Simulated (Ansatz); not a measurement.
Here is an Ansatz 0.2.0 calculation.

File input.yaml:

```yaml
crystal:
  lattice:
    - [3.938437, 0.0, 0.0]
    - [0.0, 3.938437, 0.0]
    - [0.0, 0.0, 3.938437]
  atoms:
    - { symbol: Ru, position: [0.5, 0.5, 0.0] }
    - { symbol: Ru, position: [0.5, 0.0, 0.5] }
    - { symbol: Ru, position: [0.0, 0.5, 0.5] }
    - { symbol: Sc, position: [0.0, 0.0, 0.0] }
hamiltonian:
  xc: pbe
  pseudopotentials: { kind: paw, level: accurate }
kpoints:
  mp_grid: { grid: [7, 7, 7] }
scf:
  occupations: { method: fermi_dirac, width: 0.05 }
output:
  forces: true
  stress: true
  eigenvalues: true
```

Potentials or basis: Ansatz PAW earlier set.

Command:

```console
$ ansatz run input.yaml --threads 2 --pin off --max-ram 5632MiB --backend cpu --events-out ev --progress --plain --runs-dir out
```

Problem. What does it give for the pressure?

Solution. -1.7 GPa.

Problem. What does it give for the band gap on the k mesh?

Solution. None (metal or under the smearing width).
